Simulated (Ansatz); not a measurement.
# ReB2 (P6_3/mmc): relaxations under a series of pressures, by script

How does ReB2 (P6_3/mmc) give way under pressure? Aim: relaxations under a series of pressures, for ReB2 (P6_3/mmc), run from a script.

Program: Ansatz 0.2.0, driven from Python. Level of theory: DFT LDA, plane waves, PAW. These are calculated values, not measurements.

## 1. The system

Symmetry: P6_3/mmc, No. 194, hexagonal system. The conventional cell has a = 2.900 Å, b = 2.900 Å, c = 7.478 Å, α = 90.00°, β = 90.00°, γ = 120.00°. Re (site symmetry -6m2) has 8 B at 2.23 to 2.26 Å as nearest neighbours. Around B (site symmetry 3m) lie 3 B at 1.82 Å and 4 Re at 2.23 to 2.26 Å.

No structure file is read: the coordinates are typed or built in the script.

## 2. The script

reb2.py reads:

```python
'''Cell of ReB2 under pressure.'''

import ansatz
import numpy as np
import pandas as pd

def edges_and_angles(cell):
    cell = np.asarray(cell)
    a, b, c = np.linalg.norm(cell, axis=1)
    cosines = cell[1] @ cell[2] / (b * c), cell[0] @ cell[2] / (a * c), cell[0] @ cell[1] / (a * b)
    return (a, b, c, *np.degrees(np.arccos(cosines)))


def main() -> None:
    structure = (
        ansatz.Lattice.from_parameters(2.9, 2.9, 7.478, alpha=90, beta=90, gamma=120)
        .space_group(194)
        .atom('Re', (1 / 3, 2 / 3, 0.25))
        .atom('B', (1 / 3, 2 / 3, 0.548))
    )

    setup = (
        structure.calculation()
        .functional('LDA')
        .basis(420)
        .accuracy('medium')
        .kpoints(mesh=(8, 8, 3), shift=0.5)
        .occupations('Methfessel-Paxton', width=0.3)
        .mixing('broyden', ndim=8, beta=0.4)
        .scf(tolerance=1e-06, max_iterations=60, extra_bands=8, algorithm='direct_min')
    )

    # H = F + PV, with 1 GPa A^3 = 1/160.21766 eV
    rows = []
    for pressure in [0, 2, 4, 6, 8]:
        done = setup.relax(cell=True, pressure=pressure, force_tolerance=0.1, max_steps=100, density_extrapolation='transplant').run(threads=1)
        cell = done.lattice.cell_ang
        n_atoms = len(done.lattice.sites)
        volume = abs(np.linalg.det(cell)) / n_atoms
        enthalpy = done.report['free_energy_ev'] / n_atoms + pressure * volume / 160.21766
        rows.append((pressure, volume, enthalpy, *edges_and_angles(cell)))
        print(f'{pressure} GPa done: {volume:.4f} A^3/atom')

    table = pd.DataFrame(rows, columns=['P_GPa', 'V_A3_atom', 'H_eV_atom', 'a', 'b', 'c', 'alpha', 'beta', 'gamma'])
    print(table.round(4).to_string(index=False))
    p, v = np.array([row[0] for row in rows], float), np.array([row[1] for row in rows])
    print('mean bulk modulus between rows (GPa):', np.round(-np.diff(p) / np.diff(np.log(v)), 1))


if __name__ == '__main__':
    main()
```

## 3. What the engine is handed

The engine receives this input (first run):

```yaml
crystal:
  lattice:
    a: 2.9
    b: 2.9
    c: 7.478
    alpha: 90.0
    beta: 90.0
    gamma: 120.0
  space_group: 194
  atoms:
    - { symbol: Re, position: [0.3333333333333333, 0.6666666666666666, 0.25] }
    - { symbol: B, position: [0.3333333333333333, 0.6666666666666666, 0.548] }
accuracy: medium
basis:
  ecutwfc: 420.0
kpoints:
  mp_grid:
    grid: [8, 8, 3]
    shift: [0.5, 0.5, 0.5]
hamiltonian:
  xc: lda
scf:
  max_iter: 60
  algorithm: direct_min
  n_extra_bands: 8
  convergence:
    dr2_threshold: 1.0e-06
  mixing:
    algorithm: broyden
    beta: 0.4
    ndim: 8
  occupations:
    method: methfessel_paxton
    width: 0.3
relax:
  f_tol: 0.1
  max_steps: 100
  density_extrapolation: transplant
  cell:
    p_target: 0.0
```

## 4. Launch

Command:

```console
python reb2.py
```

**Question.** How far does the cell shrink over this series of pressures, and what bulk modulus does the first step imply?

**Answer**, as computed:

```
                                   quantity               value
bulk modulus between neighbouring pressures  361.4 to 391.3 GPa
                              runs compared                   5
                            range of energy       4.52 meV/atom
```

What this shows: The crystal stiffens as it is compressed. The volume falls from 8.83 Å³ an atom at 0 GPa to 8.65 at 8 GPa, by 2.1 %. Between 0 and 2 GPa, -V dP/dV is about 361 GPa, a mean over that step. In run 1, the volume shrank by 2.7 % over 5 moves, and the space group stayed P6_3/mmc. In run 5, over 6 moves the cell shrank by 4.7 % in volume under the 8 GPa asked, and the space group stayed P6_3/mmc. Caveats:
- At a fixed pressure a relaxation lowers the enthalpy F + PV, while F alone can rise.
- The mesh is modest for a metal, so energies can be off by several to tens of meV an atom and pressures by half a GPa or more; differences at equal mesh fare better.
- Spin-orbit coupling, which matters for elements this heavy, is left out.
- Symmetry holds the cell in this phase, so another phase that may be stable under pressure is not reached.
